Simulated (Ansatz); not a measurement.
# Te2Mo, space group P-6m2: a single point

With Ansatz's Python interface.

Typed at the interpreter:
```pycon
>>> import warnings
>>> import ansatz as az
>>> import numpy as np
>>> warnings.simplefilter('ignore', az.DeckWarning)
>>> lattice = az.Lattice.of(
...     (3.56023, 0.0, 0.0),
...     (-1.78012, 3.08325, 0.0),
...     (0.0, 0.0, 17.52406),
... )
>>> sites = [
...     ('Te', (1 / 3, 2 / 3, 0.89786)),
...     ('Te', (1 / 3, 2 / 3, 0.10214)),
...     ('Mo', (0.0, 0.0, 0.0)),
... ]
>>> te2mo = az.Crystal(lattice=lattice)
>>> for symbol, position in sites:
...     te2mo = te2mo.atom(symbol, position)
...
>>> len(te2mo.resolved().sites)
3
>>> # functional, basis and sampling
>>> model = te2mo.calculation()
>>> model = model.functional('lda')
>>> model = model.pseudopotentials('nc')
>>> model = model.kpoints(mesh=(9, 9, 2), shift=0.5)
>>> model = model.occupations('fermi_dirac', width=0.15).scf(tolerance=1e-06, self_checks='high')
>>> model = model.density_of_states(energy_step=0.1).stress()
>>> session = model.session()
>>> planned = session.plan(threads=1)
>>> done = planned.execute()

>>> report = done.report
>>> done.unlabelled_reasons
['no_forces']
>>> print('%-22s %14.5f eV' % ('F = E - TS', report['free_energy_ev']))
F = E - TS                -7605.97327 eV
>>> print('%-22s %14.5f eV' % ('E', report['internal_energy_ev']))
E                         -7605.96027 eV
>>> print('%-22s %14.5f eV' % ('Harris-Foulkes', report['harris_foulkes_ev']))
Harris-Foulkes            -7605.97327 eV
>>> print('%-22s %14.5f eV' % ('Fermi level', report['fermi_energy_ev']))
Fermi level                   2.14144 eV
>>> dos = done.density_of_states()
>>> energy = np.asarray(dos.energies_ev) - dos.fermi_ev
>>> states, count = np.asarray(dos.spin_summed_g_bin_mean_per_ev), np.asarray(dos.spin_summed_integrated)
>>> g_fermi = float(np.interp(0.0, energy, states))
>>> print(f'g(E_F) = {g_fermi:.3f} states/eV per cell')
g(E_F) = 0.000 states/eV per cell
>>> # Sommerfeld coefficient of bare band electrons: pi^2 k_B^2 g / 3
>>> gamma = np.pi ** 2 / 3 * 8.617333e-5 ** 2 * g_fermi * 96485.33e3 / len(done.lattice.sites)
>>> print(f'bare Sommerfeld coefficient {gamma:.2f} mJ/(mol of atoms K^2)')
bare Sommerfeld coefficient 0.00 mJ/(mol of atoms K^2)
>>> for low, high in ((-10, -6), (-6, -3), (-3, 0), (0, 3)):
...     print(f'states between {low} and {high} eV: {np.interp(high, energy, count) - np.interp(low, energy, count):.3f}')
...
states between -10 and -6 eV: 0.000
states between -6 and -3 eV: 6.416
states between -3 and 0 eV: 7.584
states between 0 and 3 eV: 6.993
>>> # accept the result only where the loop met its thresholds and nothing is doubted
>>> problems = list(report['published_state_doubts'])
>>> if not report['converged'] or report.get('closed_by') != 'deck_thresholds':
...     problems.append('loop closed by ' + str(report.get('closed_by')))
...
>>> print('accepted' if not problems else f'check before use: {problems}')
accepted
>>> # the stress is positive in compression
>>> sigma = report['stress_gpa']
>>> voigt = [sigma[0][0], sigma[1][1], sigma[2][2], sigma[1][2], sigma[0][2], sigma[0][1]]
>>> print('stress xx yy zz yz xz xy (GPa, compression positive):', ' '.join(f'{s:.3f}' for s in voigt))
stress xx yy zz yz xz xy (GPa, compression positive): -2.044 -2.044 -1.244 -0.000 -0.000 0.000
>>> print('P =', round(10 * float(np.mean(voigt[:3])), 2), 'kbar')
P = -17.77 kbar
```

What to keep in mind:
- These settings explore the input space; cutoff and mesh may be short of convergence.
- Spin is left out of this run.
- Semilocal gaps usually lie well under measured ones.
- The cell holds layers, chains or clusters in vacuum, no bulk phase; its stress is averaged over the vacuum too and scales with the cell's height.
- An absolute Fermi energy rests on an arbitrary zero of the periodic potential and has no direct meaning.
- The program warned that this SCF threshold is loose for forces or stresses.
- The mesh has less symmetry than the crystal, which the program warned of.
- An opening on this mesh may only mean that it misses a point where bands touch.
- Points of the mesh across the vacuum add cost only.
- The crystal has a gap of about 1.20 eV on the mesh; bins of finite width blur the band edges.
- This cell is a computed structure, which may not be the phase found in nature.
- The computed bands are complete only to about 4.3 eV above the Fermi level; beyond that the density of states is undercounted.
- The script silences the warnings on its input, which a real study should read.
- Timing: 61 s on 1 thread of AMD EPYC 7R43 64-Core Processor (Zen 3), on a shared host, peak memory 0.79 GiB.

(Lines on the test bed's own set-up are left out of the output.)
